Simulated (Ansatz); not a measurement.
# CdCl₂ (SMILES [Cl][Cd][Cl]): a rigid scan of the bond length Cl1–Cd2

An exercise on one series of results from a longer session: the logs are not shown, and one member is left open.

Computed with Ansatz 0.2.0, Gaussian basis. Level: single points in def2-TZVPP.

Levels: PBE-D4, r2SCAN-D4, PBE0-D4, B3LYP-D4, wB97M-V, Hartree-Fock, MP2, CCSD, CCSD(T). The scan takes 1.857, 1.952, 2.092, 2.255, 2.436, 2.631, 2.838, 3.056, 3.283 Å.

Cores are frozen in the correlated methods. Filled d shells of the heavier atoms are correlated. Core potentials replace the inner electrons past krypton, and spin-orbit coupling is left out. B3LYP uses VWN-RPA correlation.

9 further runs of the same task are left out: 9 set aside as unsound or not needed.

## The system as given

SMILES `[Cl][Cd][Cl]`, 3 atoms, charge 0, spin multiplicity 1.

Atoms are counted from 1 here; the program's logs count them from 0.

Bond lengths: Cl1–Cd2 2.636 Å, Cd2–Cl3 2.501 Å. Angles: Cl1–Cd2–Cl3 124.5°.

Geometry (Å):

```
atom     x (Å)     y (Å)     z (Å)
 Cl1   1.78220   1.02050   1.07760
 Cd2  -0.48370   0.58560  -0.19820
 Cl3  -1.30940  -1.67090  -0.89260
```

Set-up of the first run:

File pre/in.yaml:

```yaml
crystal:
  periodic: [false, false, false]
  atoms:
    - {symbol: Cl, position_ang: [1.782200, 1.020500, 1.077600]}
    - {symbol: Cd, position_ang: [-0.483700, 0.585600, -0.198200]}
    - {symbol: Cl, position_ang: [-1.309400, -1.670900, -0.892600]}
basis:
  gaussian: {orbitals: def2-SVP}
hamiltonian: {xc: pbe, dispersion: d4}
relax: {f_tol: 0.03, max_steps: 250}
```

The command line of these runs was not kept.

Among the steps run: A first relaxation in a small basis; Finding the minimum; The minimum at every level; Cl1–Cd2 = 1.857 Å; Cl1–Cd2 = 1.952 Å; Cl1–Cd2 = 2.092 Å; Cl1–Cd2 = 2.255 Å; Cl1–Cd2 = 2.436 Å; Cl1–Cd2 = 2.631 Å; Cl1–Cd2 = 2.838 Å; Cl1–Cd2 = 3.056 Å; Cl1–Cd2 = 3.283 Å.

One table of the session follows, with a row left open; its other results are not shown here.

Energies less that of the minimum at the same level (eV):

```
bond length (Å)  PBE-D4  PBE0-D4  B3LYP-D4  wB97M-V  Hartree-Fock
          1.857   2.240    2.213     2.364    2.284         2.704
          1.952       ?        ?         ?        ?             ?
          2.092   0.288    0.265     0.320    0.281         0.409
          2.255   0.002    0.000     0.003    0.001         0.006
2.264 (minimum)   0.000    0.000     0.000    0.000         0.000
          2.436   0.141    0.173     0.127    0.171         0.092
          2.631   0.529    0.604     0.516    0.614         0.481
          2.838   1.028    1.153     1.026    1.186         1.023
          3.056   1.549    1.728     1.568    1.798         1.622
          3.283   2.026    2.265     2.064    2.392         2.214
```

**Question.** Estimate the row for bond length (Å) = 1.952.

Worked estimate for «PBE-D4». A straight line through the neighbours (1.857, 2.240) and (2.092, 0.288) gives 2.240 + (0.288 − 2.240) × (1.952 − 1.857) / (2.092 − 1.857) = 1.451; a parabola fitted to 3 rows on both sides gives 1.232.

The run gave: PBE-D4: 1.135; PBE0-D4: 1.106; B3LYP-D4: 1.215; wB97M-V: 1.149; Hartree-Fock: 1.431. In «PBE-D4» the line misses by +0.316 and the parabola by +0.097.
